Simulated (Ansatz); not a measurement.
# Be3Sn: the cost of one run

Computed with Ansatz 0.2.0 (DFT PBE, scalar-relativistic, plane waves, PAW, unless a step's input says otherwise).

## 1. The starting structure

Symmetry: Pm-3m, No. 221, cubic system. Conventional cell: a = 3.939 Å, b = 3.939 Å, c = 3.939 Å, α = 90.00°, β = 90.00°, γ = 90.00°. Be (site symmetry 4/mmm) is surrounded by 8 Be at 2.79 Å and 4 Sn at 2.79 Å. Sn (site symmetry m-3m) is surrounded by 12 Be at 2.79 Å.

As a file:

```
CELL_PARAMETERS angstrom
3.93927 0.00000 0.00000
0.00000 3.93927 0.00000
0.00000 0.00000 3.93927
ATOMIC_POSITIONS crystal
Be 0.00000 0.50000 0.50000
Be 0.50000 0.00000 0.50000
Be 0.50000 0.50000 0.00000
Sn 0.00000 0.00000 0.00000
```

A structure generator made this guess: random cell by space group and Wyckoff sites (Pm-3m, No. 221). Its size is a rough estimate.

## 2. Probe: one point on a coarse mesh

Input file input.yaml:

```yaml
crystal:
  lattice:
    - [3.9392659, 0.0, 0.0]
    - [0.0, 3.9392659, 0.0]
    - [0.0, 0.0, 3.9392659]
  atoms:
    - { symbol: Be, position: [0.0, 0.5, 0.5] }
    - { symbol: Be, position: [0.5, 0.0, 0.5] }
    - { symbol: Be, position: [0.5, 0.5, 0.0] }
    - { symbol: Sn, position: [0.0, 0.0, 0.0] }
basis:
  ecutwfc: 420
kpoints:
  mp_grid: { grid: [4, 4, 4] }
hamiltonian:
  xc: pbe
scf:
  occupations: { method: gaussian, width: 0.1 }
  lower_state_search: "off"
output:
  forces: true
  stress: true
  eigenvalues: true
```

Started as:

```
$ ansatz run input.yaml --threads 1 --pin off --max-ram 2048MiB --backend cpu --events-out ev --progress --plain --runs-dir out
```

What time and memory should one allow on 1 thread of Intel Xeon Platinum 8375C at 2.90GHz (Ice Lake), shared host?

About 1.3 s, with a peak of 0.35 GiB.
